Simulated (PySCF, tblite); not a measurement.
# C2H11NSi2: dynamics, then NMR shifts on frames, part 1 of 2

How do NMR shifts of C2H11NSi2 (`CCN([SiH3])[SiH3]`) change as the atoms move?

Computed with tblite 0.8.0 and PySCF 2.14.0, with density-fitted response routines of our own, on a single molecule in the gas phase. Atoms are numbered from 0 throughout.

## 1. Starting geometry

16 atoms, charge 0, multiplicity 1; geometry from: GFN2-xTB.

Bonds of the start (Å): C0–C1 1.52, C1–N2 1.45, N2–Si3 1.74, N2–Si4 1.74, C0–H5 1.09, C0–H6 1.09, C0–H7 1.09, C1–H8 1.09, C1–H9 1.09, Si3–H10 1.46, Si3–H11 1.47, Si3–H12 1.46, Si4–H13 1.46, Si4–H14 1.47, Si4–H15 1.46.

## 2. Dynamics with GFN2-xTB

The job: settings as JSON, then the geometry in Å.

```
{"job": {"kind": "md", "xc": "GFN2-xTB", "basis": "xTB", "temperature": 200, "steps": 2000, "every": 50, "frames": 5}, "charge": 0, "multiplicity": 1}
C      1.770401     0.516377     0.242175
C      1.002207    -0.744533    -0.139023
N     -0.436272    -0.561870    -0.129979
Si    -1.239469    -0.659321     1.405945
Si    -1.152929     0.174060    -1.529404
H      1.540446     1.318131    -0.455554
H      1.489833     0.835359     1.243201
H      2.841086     0.326390     0.220120
H      1.311338    -1.062676    -1.139384
H      1.260227    -1.545340     0.560666
H     -2.645038    -0.928608     1.125130
H     -1.117179     0.575438     2.195973
H     -0.598474    -1.758560     2.131567
H     -2.567016    -0.182211    -1.508783
H     -1.008763     1.637950    -1.545750
H     -0.458000    -0.391634    -2.688309
```

Method: GFN2-xTB Langevin dynamics, gas phase.

On the command line:

```sh
> OMP_NUM_THREADS=1 python probes_run.py task.json out
```

The driver reads the jobs from task.json and runs them one after another.

Log:

```text
t/fs     T/K      E/eV
    0.0   162.6   -444.19029
   25.0   105.0   -443.93358
   50.0   112.8   -443.95268
   75.0   138.2   -443.96362
  100.0   151.1   -443.88273
  125.0   178.0   -443.91380
  150.0   157.8   -443.91158
  175.0   140.1   -443.92744
  200.0   163.2   -443.83098
  225.0   230.5   -443.95095
  250.0   161.8   -443.75548
  275.0   204.0   -443.80732
  300.0   212.7   -443.81885
  325.0   151.9   -443.79194
  350.0   191.2   -443.81061
  375.0   203.7   -443.92159
  400.0   233.5   -443.91376
  425.0   223.3   -443.88300
  450.0   195.1   -443.83803
  475.0   189.4   -443.79869
  500.0   211.8   -443.73775
  525.0   285.3   -443.84936
  550.0   238.0   -443.85093
  575.0   225.1   -443.88793
  600.0   217.7   -443.86245
  625.0   189.3   -443.74668
  650.0   230.4   -443.90927
  675.0   182.7   -443.86359
  700.0   207.8   -443.84069
  725.0   163.5   -443.68849
  750.0   201.9   -443.82874
  775.0   228.9   -443.77793
  800.0   164.4   -443.63650
  825.0   224.0   -443.87657
  850.0   166.9   -443.86000
  875.0   154.5   -443.74559
  900.0   173.8   -443.74445
  925.0   171.6   -443.78997
  950.0   170.5   -443.80015
  975.0   167.9   -443.82948
 1000.0   200.8   -443.75238
```

Run time: 18 s. Hardware: 1 thread of Arm Neoverse N1, shared host; peak memory 0.18 GiB.

Distance from the start (root mean square after alignment): 0 fs 0.00 Å, 200 fs 0.48 Å, 400 fs 0.20 Å, 600 fs 0.33 Å, 800 fs 0.41 Å, 1000 fs 0.68 Å.

Positions (Å) and forces (eV/Å) at 1000 fs:

```xyz
16

C     1.205    0.414    0.968    1.664    1.051    0.628
C     0.303   -0.750    0.993   -0.799   -2.150   -0.892
N    -1.061   -0.393    0.674   -0.244    0.425   -0.899
Si   -2.186   -0.094    1.935    0.476    0.698    0.793
Si   -1.496   -0.149   -1.011   -0.668    0.123    0.620
H     1.084    0.927    0.011    0.025    0.293    0.434
H     1.084    1.065    1.867   -0.557   -0.155   -0.962
H     2.260    0.126    1.078   -0.151   -0.260   -0.373
H     0.537   -1.530    0.169    0.409    0.936    1.367
H     0.320   -1.238    1.982    0.080   -0.048   -0.393
H    -3.139    0.952    1.476    0.298   -0.315    0.285
H    -1.282    0.329    3.128   -0.871   -0.255   -0.762
H    -2.827   -1.379    2.168   -0.263   -0.131    0.268
H    -2.679   -1.044   -1.180    0.369    0.313   -0.145
H    -1.859    1.277   -1.248    0.075   -0.383    0.057
H    -0.392   -0.482   -1.893    0.158   -0.143   -0.026
```

## 3. NMR shieldings: 250 fs, PBE0/pcSseg-1

The job: settings as JSON, then the geometry in Å.

```
{"job": {"kind": "nmr", "xc": "PBE0", "basis": "pcSseg-1", "pop": false}, "charge": 0, "multiplicity": 1}
C      1.393200     0.670800     0.370400
C      0.705700    -0.690200     0.118800
N     -0.709600    -0.663900     0.218700
Si    -1.609000    -1.492500     1.450400
Si    -1.553000     0.300900    -0.992700
H      1.296800     1.440900    -0.418300
H      1.120600     1.078700     1.324000
H      2.488500     0.348400     0.478800
H      1.020300    -0.981100    -0.899700
H      1.118800    -1.453500     0.782200
H     -2.937800    -0.909300     1.425800
H     -1.061000    -1.197600     2.786400
H     -1.441800    -2.927000     1.166200
H     -3.020000     0.309600    -0.902600
H     -0.939200     1.605000    -0.790200
H     -1.287100    -0.169900    -2.403500
```

Method: GIAO PBE0/pcSseg-1 NMR shielding, non-relativistic, gas phase.

Log:

```text
coarse grid: 13304 points
cycle   1  E = -716.0473421818  dE =  1.495e-01  |g| = 4.280e-01  |ddm| = 3.408e+00
cycle   2  E = -715.9977809301  dE =  4.956e-02  |g| = 6.319e-01  |ddm| = 1.024e+00
cycle   3  E = -716.0887046449  dE = -9.092e-02  |g| = 7.216e-02  |ddm| = 6.944e-01
cycle   4  E = -716.0896828285  dE = -9.782e-04  |g| = 2.706e-02  |ddm| = 8.026e-02
cycle   5  E = -716.0898564552  dE = -1.736e-04  |g| = 4.761e-03  |ddm| = 2.454e-02
cycle   6  E = -716.0898607880  dE = -4.333e-06  |g| = 8.143e-04  |ddm| = 4.484e-03
final grid: 116352 points
cycle   7  E = -716.1165851952  dE = -2.183e-05  |g| = 7.058e-03  |ddm| = 1.925e-02
cycle   8  E = -716.1165741058  dE =  1.109e-05  |g| = 9.806e-03  |ddm| = 1.571e-02
cycle   9  E = -716.1165973556  dE = -2.325e-05  |g| = 1.108e-03  |ddm| = 9.471e-03
cycle  10  E = -716.1165975999  dE = -2.443e-07  |g| = 2.397e-04  |ddm| = 1.002e-03
cycle  11  E = -716.1165976119  dE = -1.197e-08  |g| = 3.372e-05  |ddm| = 2.102e-04
cycle  12  E = -716.1165976122  dE = -2.547e-10  |g| = 7.784e-06  |ddm| = 5.593e-05
converged SCF energy = -716.1165976122

GIAO shielding tensors (ppm)
atom      isotropic    diamagn.    paramagn.     s11        s22        s33       span
  0 C      165.798     247.122     -81.324    145.221    172.984    179.191     33.970
  1 C      142.054     243.686    -101.632    116.870    137.789    171.504     54.633
  2 N      265.168     329.226     -64.058    241.771    251.385    302.347     60.576
  3 Si     398.077     880.420    -482.343    348.670    370.236    475.326    126.656
  4 Si     398.073     880.974    -482.901    323.230    394.089    476.901    153.671
  5 H       28.848      29.962      -1.114     24.256     28.426     33.862      9.605
  6 H       30.926      31.047      -0.120     27.241     29.255     36.282      9.040
  7 H       29.453      27.970       1.483     25.060     27.000     36.299     11.238
  8 H       28.272      30.934      -2.662     23.222     28.013     33.582     10.359
  9 H       28.713      31.327      -2.615     22.672     29.042     34.425     11.753
 10 H       27.008      29.943      -2.935     23.108     26.348     31.568      8.460
 11 H       26.872      29.636      -2.764     23.149     25.497     31.970      8.821
 12 H       26.674      28.773      -2.099     22.498     24.657     32.867     10.369
 13 H       26.752      30.190      -3.437     23.253     25.878     31.126      7.873
 14 H       26.581      31.209      -4.628     22.103     25.952     31.688      9.585
 15 H       26.697      29.477      -2.780     23.720     24.407     31.965      8.245
```

It took 24 s on 1 thread of Arm Neoverse N1, shared host; peak memory 0.73 GiB.

Shifts follow as δ = σ(reference) − σ, with reference shieldings (ppm) from runs at the same level and on the same kind of geometry: 1H TMS 31.72, 13C TMS 186.9, 29Si TMS 349.2, 15N NH3 267.7. The references are single molecules in the gas phase, so shifts against H2O, NH3, PH3, H3PO4 or CFCl3 are not on the usual liquid scales and can be off by tens of ppm. Each atom is listed at this fixed geometry, with no averaging over motion; a spectrum would average atoms that exchange fast.

| atoms | environment | σ (ppm) | δ (ppm) |
| --- | --- | --- | --- |
| C1 | sp3 CH2 bonded to N | 142.1 | 44.9 |
| C0 | methyl carbon | 165.8 | 21.1 |
| H14 | hydrogen on a silicon bonded to N | 26.58 | 5.14 |
| H12 | hydrogen on a silicon bonded to N | 26.67 | 5.04 |
| H15 | hydrogen on a silicon bonded to N | 26.70 | 5.02 |
| H13 | hydrogen on a silicon bonded to N | 26.75 | 4.96 |
| H11 | hydrogen on a silicon bonded to N | 26.87 | 4.84 |
| H10 | hydrogen on a silicon bonded to N | 27.01 | 4.71 |
| H8 | hydrogen on an sp3 CH2 bonded to N | 28.27 | 3.44 |
| H9 | hydrogen on an sp3 CH2 bonded to N | 28.71 | 3.00 |
| H5 | hydrogen on a methyl carbon | 28.85 | 2.87 |
| H7 | hydrogen on a methyl carbon | 29.45 | 2.26 |
| H6 | hydrogen on a methyl carbon | 30.93 | 0.79 |
| N2 | nitrogen bonded to C, 2 Si | 265.2 | 2.6 |
| Si4 | silicon bonded to N, 3 H | 398.1 | -48.9 |
| Si3 | silicon bonded to N, 3 H | 398.1 | -48.9 |

## 4. NMR shieldings: 425 fs, PBE0/pcSseg-1

The job: settings as JSON, then the geometry in Å.

```
{"job": {"kind": "nmr", "xc": "PBE0", "basis": "pcSseg-1", "pop": false}, "charge": 0, "multiplicity": 1}
C      1.057900     0.302400     1.166400
C      0.303500    -0.916400     0.630000
N     -1.070200    -0.754300     0.533800
Si    -2.182200    -1.083600     1.805900
Si    -1.606800     0.251400    -0.849100
H      1.023300     1.146400     0.426800
H      0.703300     0.649200     2.114200
H      2.116000     0.167900     1.274900
H      0.761500    -1.195400    -0.351700
H      0.478500    -1.772100     1.298300
H     -3.382400    -1.300200     1.059200
H     -2.223900     0.004000     2.800400
H     -1.602200    -2.315300     2.426900
H     -2.969000    -0.060900    -1.200000
H     -1.588300     1.709100    -0.627400
H     -0.662600    -0.117700    -1.929100
```

Method: GIAO PBE0/pcSseg-1 NMR shielding, non-relativistic, gas phase.

Log:

```text
coarse grid: 13304 points
cycle   1  E = -716.0477327523  dE =  2.307e-01  |g| = 4.401e-01  |ddm| = 3.412e+00
cycle   2  E = -715.9963782635  dE =  5.135e-02  |g| = 6.454e-01  |ddm| = 1.050e+00
cycle   3  E = -716.0917081505  dE = -9.533e-02  |g| = 8.013e-02  |ddm| = 7.122e-01
cycle   4  E = -716.0929682511  dE = -1.260e-03  |g| = 2.587e-02  |ddm| = 8.373e-02
cycle   5  E = -716.0931245988  dE = -1.563e-04  |g| = 5.249e-03  |ddm| = 2.412e-02
cycle   6  E = -716.0931300960  dE = -5.497e-06  |g| = 9.572e-04  |ddm| = 5.432e-03
final grid: 116352 points
cycle   7  E = -716.1189023793  dE = -2.084e-05  |g| = 7.101e-03  |ddm| = 2.131e-02
cycle   8  E = -716.1188911090  dE =  1.127e-05  |g| = 9.879e-03  |ddm| = 1.550e-02
cycle   9  E = -716.1189145817  dE = -2.347e-05  |g| = 1.128e-03  |ddm| = 9.482e-03
cycle  10  E = -716.1189148419  dE = -2.603e-07  |g| = 2.104e-04  |ddm| = 1.020e-03
cycle  11  E = -716.1189148511  dE = -9.122e-09  |g| = 3.280e-05  |ddm| = 1.904e-04
cycle  12  E = -716.1189148513  dE = -2.328e-10  |g| = 1.002e-05  |ddm| = 5.250e-05
converged SCF energy = -716.1189148513

GIAO shielding tensors (ppm)
atom      isotropic    diamagn.    paramagn.     s11        s22        s33       span
  0 C      168.090     249.473     -81.383    153.020    163.277    187.973     34.953
  1 C      137.776     242.179    -104.403    118.341    125.906    169.083     50.742
  2 N      245.627     328.926     -83.299    226.084    248.031    262.767     36.683
  3 Si     393.442     880.754    -487.312    340.881    371.095    468.349    127.468
  4 Si     385.897     880.750    -494.853    324.634    350.605    482.452    157.818
  5 H       29.878      31.427      -1.549     25.653     29.211     34.770      9.118
  6 H       31.071      31.741      -0.670     26.921     29.769     36.522      9.601
  7 H       31.099      30.862       0.237     27.284     27.681     38.332     11.048
  8 H       28.031      30.743      -2.712     22.989     27.687     33.416     10.427
  9 H       28.350      31.072      -2.722     23.061     28.189     33.801     10.739
 10 H       27.124      29.891      -2.767     23.027     26.156     32.190      9.163
 11 H       26.585      29.136      -2.551     22.722     24.662     32.372      9.651
 12 H       26.605      29.036      -2.431     23.587     24.850     31.378      7.791
 13 H       27.134      30.812      -3.678     23.678     25.756     31.968      8.289
 14 H       26.747      30.308      -3.561     23.313     24.852     32.076      8.763
 15 H       26.972      30.420      -3.448     24.182     24.927     31.807      7.625
```

Wall time 23 s (1 thread of Arm Neoverse N1, shared host); peak memory 0.74 GiB.

In short: δ C1 49.1, C0 18.8, N2 22.1, Si4 -36.7, H11 5.13, H12 5.11 ppm.

(Continued in part 2 of 2.)
